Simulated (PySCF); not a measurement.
# RbP: bond curves at several levels of theory

What are the lowest state that PBE0 finds, the bond length, vibrational wavenumber and bond energy of RbP, and how much do these hang on the method?

Program: PySCF 2.14.0. Level of theory: Rb jorge-DZP-DKH, P jorge-DZP-DKH, spin-free X2C with a Gaussian nucleus. These are calculated values, not measurements.

### 1 Input

Settings of the job:

| Quantity | Value |
| --- | --- |
| atoms | Rb, P |
| charge | 0 |
| basis | Rb jorge-DZP-DKH, P jorge-DZP-DKH |
| Hamiltonian | spin-free X2C with a Gaussian nucleus |
| basis functions | 60 |
| electrons treated | 52 |
| masses in u | 84.9118, 30.9738 |
| levels | PBE0, PBE, r²SCAN, M06-2X, PW91, revPBE, HSE06, HF, MP2, SCS-MP2, CCSD, CCSD(T) |
| grid | 80 radial by 434 angular points |
| occupations | held fixed by the projection of orbital angular momentum |
| dissociation limit | Rb + P, each in its ground configuration |
| starting distance in angstrom | 3.125 |
| values of 2S to try | 0, 2, 4 |

Launch:

```
$ OMP_NUM_THREADS=1 python dia.py task.json out
```

The runs that follow: The PBE0 curve of the state that the search chose; Other states along the same grid; PBE (GGA); r²SCAN (meta-GGA); M06-2X (hybrid meta-GGA); PW91; revPBE (GGA); HSE06 (range-separated hybrid); UHF (mean field); Correlated methods on the Hartree–Fock reference.

Q: Predict the outcome of this session. Wanted: for each run, Re; ωe; De; μ.

As calculated:

Lowest PBE0 solution found, without spin–orbit coupling: ³Σ⁻ (triplet), unpaired electrons π ↑↑. State 2 has its PBE0 minimum 0.35 eV higher, as a spin-mixed determinant (⟨S²⟩ = 1.01), so this is no gap between pure states. State 3 has its PBE0 minimum 0.47 eV higher. State 4 has its PBE0 minimum 0.79 eV higher, as a spin-mixed determinant (⟨S²⟩ = 1.01), so this is no gap between pure states. The other levels ran on the lowest alone.

```csv
level,Re (Å),ωe (cm⁻¹),De (eV),μ (D)
PBE,3.186,165.0,1.28,-8.08
revPBE,3.215,159.8,1.22,-8.31
PW91,3.177,167.6,1.33,-8.20
r²SCAN,3.193,167.0,1.21,-9.16
PBE0,3.161,175.0,1.17,-9.32
HSE06,3.166,173.9,1.17,-9.13
M06-2X,3.163,183.6,1.30,-10.34
```

De is counted to Rb + P in their ground configurations. A positive dipole means Rb(−)P(+). No constants: UHF (the points don't follow one smooth fit); UHF-MP2 (the points don't follow one smooth fit); UHF-SCS-MP2 (the points don't follow one smooth fit); UHF-CCSD (fits of two degrees disagree); UHF-CCSD(T) (fits of two degrees disagree).

The methods spread over 0.054 Å in bond length, from PBE0 to revPBE. Among the levels with a De in the table, it runs from 1.17 eV (PBE0) to 1.33 eV (PW91).

Correlated steps freeze 14 core orbitals. T1 is 0.016 near the minimum (highest on the curve 0.057), which may point to more than one leading configuration. Spin–orbit coupling is left out.
